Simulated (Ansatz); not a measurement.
Crystal: NaLaMnMoO6.

```
Na La Mn Mo O
1.0
     4.97775   -2.88146    0.02055
     4.97775    2.88146    0.02055
    -3.06086    0.00000    4.59785
Na La Mn Mo O
1 1 1 1 6
Direct
  0.99482 0.99482 0.49994
  0.75307 0.75307 0.78825
  0.25016 0.25016 0.19811
  0.49867 0.49867 0.99722
  0.30338 0.30338 0.61396
  0.32902 0.82850 0.87649
  0.19558 0.63630 0.15354
  0.63630 0.19558 0.15354
  0.82850 0.32902 0.87649
  0.71050 0.71050 0.34246
```

The cell was built by a generator and needn't be a form met in nature.

Program: Ansatz 0.2.0. Alike in all runs: task single point; spin collinear, ferromagnetic start; cell as given; smearing fermi-dirac 0.05 eV.

**Question.** Order these runs on this cell by their band gap on the k mesh, lowest first.
A. level PBE; potentials or basis Ansatz PAW earlier set; k mesh 6 × 6 × 6; cutoff (eV) 900; mesh quality not flagged
B. level HSE06; potentials or basis Ansatz PAW; k mesh 3 × 3 × 3; cutoff (eV) 420; mesh quality coarse
C. level PBE0; potentials or basis Ansatz PAW; k mesh 3 × 3 × 3; cutoff (eV) 420; mesh quality coarse

**Answer.** A (0.90 eV), B (2.67 eV), C (3.43 eV).

Caveats: some runs use coarse meshes; spin-orbit coupling is left out, which moves the levels of the heavy elements; a cell with one magnetic atom can't hold antiferromagnetic order, which such compounds often take; the magnetic or orbital state may not be the lowest (some runs); odd divisions of the mesh miss points on the zone boundary, where band edges often lie, so the gap on the mesh can be too wide (some runs); forces of over 1 eV/Å show positions far from the minimum, so gaps and moduli don't describe the material at rest (some runs).

A k mesh can miss the band edges, odd and even meshes differently.
